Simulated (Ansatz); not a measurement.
# TaO+ (quintet): the correlation ladder, def2-QZVPP

An exercise on one series of results from a longer session: the logs are not shown, and one member is left open.

The runs use Ansatz 0.2.0, Gaussian basis; def2-QZVPP, core rule «outside noble gas», up to 5 orbitals frozen.

The runs, in order: UHF; ROHF; CCSD(T) on UHF.

### What is computed

The geometry is a PBE0/def2-TZVP stationary point (not a proven minimum). No spin-orbit coupling is included. Elements past krypton take def2 core potentials.

2 atoms, charge 1, spin multiplicity 5.

Atoms are counted from 1 here; the program's logs count them from 0.

Bond lengths: Ta1–O2 1.864 Å.

Geometry (Å):

```xyz
2

Ta    0.0000    0.0000    0.0000
O     0.0000    0.0000    1.8642
```

Set-up of the first run:

The input, in.yaml:

```yaml
crystal:
  periodic: [false, false, false]
  atoms:
    - {symbol: Ta, position_ang: [0.000000, 0.000000, 0.000000]}
    - {symbol: O, position_ang: [0.000000, 0.000000, 1.864200]}
basis:
  gaussian: {orbitals: "def2-QZVPP.json"}
total_charge: 1
magnetization: {spin_polarized: true, initial_magnetization: 4}
hamiltonian: {xc: hf}
output: {orbitals: {seedname: orbitals}}
```

Launch:

```
ansatz run in.yaml --threads 1 --pin off --events-out ev --progress --plain --max-ram 4096MiB --backend cpu
```

Among the steps run: UHF; ROHF; CCSD(T) on UHF.

One table of the session follows, with a row left open; its other results are not shown here.

```
  method  from UCCSD(T) (meV)
    ROHF                    ?
     UHF              +7929.9
    UMP2               +693.4
   UCCSD               +355.2
UCCSD(T)                    0
```

Q: Estimate the row for ROHF from the others.

**Answer.** from UCCSD(T) (meV): +8161.4. In the column «from UCCSD(T) (meV)» it is the highest.

Limits of these values: Warnings: coupled cluster took another determinant than the lowest.
